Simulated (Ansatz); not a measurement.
# Trajectory cell O32Mg14Zn18 of rocksalt MgO alloyed with ZnO, uniform strain +0.3 %

Aim: follow the cell under a thermostat, then look at the structure it ends in and at its levels by PBEsol, PBE and HSE06.

All numbers are computed with Ansatz 0.2.0 (PAW, plane waves).

### 1 Starting point

64 atoms (32 O, 14 Mg, 18 Zn); a = 8.512 Å, b = 8.512 Å, c = 8.512 Å, α = 90.00°, β = 90.00°, γ = 90.00°. All atoms were shaken off their sites by about 0.02 Å along each axis.

The runs, in order: (2) PBEsol dynamics at the Γ point alone, on 1 × NVIDIA GB300 Max-Q with 8 threads of Arm Neoverse-V2; (3) PBE single point at the Γ point alone, on 1 × NVIDIA GB300 Max-Q with 8 threads of Arm Neoverse-V2; (4) HSE06 single point at the Γ point alone, on 1 × NVIDIA GB300 Max-Q with 8 threads of Arm Neoverse-V2.

### 2 Langevin dynamics

File in.yaml:

```yaml
accuracy: low
crystal:
  lattice:
    - [8.512084, 0.000000, 0.000000]
    - [0.000000, 8.512084, 0.000000]
    - [0.000000, 0.000000, 8.512084]
  atoms:
    - { symbol: O, position: [0.249494, 0.998788, 0.999740] }
    - { symbol: O, position: [0.249914, 0.001461, 0.497721] }
    - { symbol: O, position: [0.249145, 0.495805, 0.001030] }
    - { symbol: O, position: [0.251115, 0.498599, 0.501415] }
    - { symbol: O, position: [0.750103, 0.002186, 0.000097] }
    - { symbol: O, position: [0.750415, 0.999639, 0.499423] }
    - { symbol: O, position: [0.747433, 0.499869, 0.000772] }
    - { symbol: O, position: [0.747090, 0.502948, 0.500436] }
    - { symbol: O, position: [0.995095, 0.253637, 0.997520] }
    - { symbol: O, position: [0.000838, 0.251118, 0.498388] }
    - { symbol: O, position: [0.997957, 0.747538, 0.002424] }
    - { symbol: O, position: [0.999354, 0.747443, 0.501435] }
    - { symbol: O, position: [0.500512, 0.252768, 0.998947] }
    - { symbol: O, position: [0.500230, 0.250423, 0.502408] }
    - { symbol: O, position: [0.496392, 0.751538, 0.003776] }
    - { symbol: O, position: [0.502016, 0.748423, 0.498450] }
    - { symbol: O, position: [0.000273, 0.995759, 0.248731] }
    - { symbol: O, position: [0.998246, 0.001331, 0.746800] }
    - { symbol: O, position: [0.997307, 0.502853, 0.244901] }
    - { symbol: O, position: [0.001019, 0.501778, 0.748132] }
    - { symbol: O, position: [0.499913, 0.997794, 0.247259] }
    - { symbol: O, position: [0.501710, 0.000484, 0.749075] }
    - { symbol: O, position: [0.500291, 0.499948, 0.250161] }
    - { symbol: O, position: [0.499621, 0.498474, 0.746461] }
    - { symbol: O, position: [0.249853, 0.252654, 0.249070] }
    - { symbol: O, position: [0.249244, 0.250829, 0.751303] }
    - { symbol: O, position: [0.248268, 0.749101, 0.243714] }
    - { symbol: O, position: [0.249810, 0.749986, 0.748225] }
    - { symbol: O, position: [0.753793, 0.247981, 0.251728] }
    - { symbol: O, position: [0.753485, 0.250766, 0.750241] }
    - { symbol: O, position: [0.748864, 0.746550, 0.249279] }
    - { symbol: O, position: [0.748802, 0.750903, 0.749429] }
    - { symbol: Mg, position: [0.998840, 0.996443, 0.999670] }
    - { symbol: Mg, position: [0.002806, 0.001298, 0.498724] }
    - { symbol: Mg, position: [0.998528, 0.501158, 0.997681] }
    - { symbol: Mg, position: [0.998826, 0.499692, 0.504154] }
    - { symbol: Mg, position: [0.502506, 0.499452, 0.501508] }
    - { symbol: Mg, position: [0.248731, 0.248298, 0.500110] }
    - { symbol: Mg, position: [0.248457, 0.752796, 0.997572] }
    - { symbol: Mg, position: [0.754502, 0.250681, 0.500459] }
    - { symbol: Mg, position: [0.248217, 0.000412, 0.253916] }
    - { symbol: Mg, position: [0.244696, 0.500137, 0.747574] }
    - { symbol: Mg, position: [0.749225, 0.999530, 0.247643] }
    - { symbol: Mg, position: [0.754273, 0.997170, 0.750350] }
    - { symbol: Mg, position: [0.997290, 0.746346, 0.250154] }
    - { symbol: Mg, position: [0.499366, 0.748014, 0.749681] }
    - { symbol: Zn, position: [0.497332, 0.000384, 0.005379] }
    - { symbol: Zn, position: [0.499113, 0.000911, 0.503266] }
    - { symbol: Zn, position: [0.496749, 0.501009, 0.998986] }
    - { symbol: Zn, position: [0.248727, 0.251010, 0.996690] }
    - { symbol: Zn, position: [0.247372, 0.747549, 0.500932] }
    - { symbol: Zn, position: [0.751117, 0.249472, 0.001505] }
    - { symbol: Zn, position: [0.749991, 0.758206, 0.996912] }
    - { symbol: Zn, position: [0.751927, 0.750732, 0.500641] }
    - { symbol: Zn, position: [0.244503, 0.998081, 0.747895] }
    - { symbol: Zn, position: [0.252913, 0.498407, 0.250641] }
    - { symbol: Zn, position: [0.747087, 0.496751, 0.253422] }
    - { symbol: Zn, position: [0.750813, 0.501125, 0.750576] }
    - { symbol: Zn, position: [0.995995, 0.251265, 0.246491] }
    - { symbol: Zn, position: [0.999654, 0.251723, 0.756085] }
    - { symbol: Zn, position: [0.996408, 0.752403, 0.748767] }
    - { symbol: Zn, position: [0.502747, 0.251089, 0.249875] }
    - { symbol: Zn, position: [0.496988, 0.245607, 0.752402] }
    - { symbol: Zn, position: [0.501787, 0.750518, 0.251924] }
kpoints:
  mp_grid: { grid: [1, 1, 1] }
hamiltonian:
  xc: pbesol
scf:
  occupations: { method: fermi_dirac, width: 0.1 }
md:
  ensemble: nvt_langevin
  timestep: 2.5
  n_steps: 240
  temperature: 600
  temperature_schedule: [{ n_steps: 120, end_temperature: 600 }, { n_steps: 120, end_temperature: 600 }]
  friction: 0.02
  initial_velocities: maxwell_boltzmann
  seed: 1
```

Launch:

```console
ansatz run in.yaml --threads 8 --pin off --max-ram 118750MiB --runs-dir r --events-out ev --progress --plain --backend cuda --devices 0,
```

The runs that follow: Single point with PBE; HSE06 on the same atoms.

What does the calculation give? Wanted: for each run, top filled to lowest empty.

**Answer**, as computed:

```
level         time  top filled to lowest empty (eV)
  PBE  2.5 s (GPU)                             1.61
HSE06   17 s (GPU)                             3.36
```

| quantity | value |
| --- | --- |
| length | 240 steps of 2.5 fs |
| mean temperature of the first stage | 568 K |
| temperature at the last sample | 650 K (thermostat's target 600 K) |
| median shift | Mg 0.22, O 0.24, Zn 0.24 Å |

**What this shows.** Over 0.60 ps the largest median shift, of O, is 0.24 Å, against 2.1 Å between neighbours at the start, so its atoms mostly kept their sites. At the same k points, PBE gives a spacing 1.76 eV smaller than the 3.36 eV of HSE06. The price of HSE06 is about 6.6 times the time of PBE here. With one k point the spacing samples only the states that fold onto it, so it can exceed the gap over the zone.
